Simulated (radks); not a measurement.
# Ga²⁺ in [Ar] 3d9 4s1 4f1: an all-electron calculation

One table from this session's results is given with a row withheld; the runs are named, their logs left out.

Method: Dirac Kohn-Sham, SOGGA, spin-unpolarised, spherical densities, point nucleus; open shells fill j = l - 1/2 first. Code: radks (a radial shooting solver on a logarithmic mesh, Libxc functionals) version 1.

### Starting point

```
element       : gallium (Z = 31)
charge        : +2
electrons     : 29
configuration : [Ar] 3d9 4s1 4f1
```

Set-up of the first run:

The run's settings:

```text
Z 31
configuration [Ar] 3d9 4s1 4f1 4p0 5s0
relativity Dirac
functional sogga,pbe
spin unpolarised
j_filling energy
nucleus point
c 137.035999084
```

The run is started by

```
$ python run_ks.py task.json out
```

This one command runs every case of the session in turn.

Among the steps run: Self-consistent calculation.

One of the session's tables, all rows but one given; the rest of the session is left out.

It belongs to the step «Orbitals and density». From the orbitals of this run (lengths in bohr):

```
level      <r>  outermost maximum (interpolated)  90 % within  nodes
1s1/2  0.04863                            0.0318       0.0869      0
2s1/2   0.2177                             0.183        0.337      1
2p1/2   0.1884                             0.145        0.309      0
2p3/2   0.1919                             0.147        0.313      0
3s1/2   0.6478                             0.564        0.969      2
3p1/2   0.6648                             0.560         1.02      1
3p3/2   0.6750                             0.568         1.04      1
3d3/2   0.7500                             0.524         1.26      0
3d5/2        ?                                 ?            ?      ?
4s1/2    1.903                              1.67         2.79      3
4p1/2    2.209                              1.90         3.28      2
4p3/2    2.236                              1.93         3.32      2
5s1/2    4.500                              4.25         6.37      4
4f5/2    5.800                              5.32         8.38      0
4f7/2    5.800                              5.32         8.38      0
```

Q: Estimate the row for 3d5/2 from the others.

**Answer.** <r>: 0.7545; outermost maximum (interpolated): 0.527; 90 % within: 1.27; nodes: 0. In the column «<r>» it lies between 3d3/2 (0.7500) and 4s1/2 (1.903).
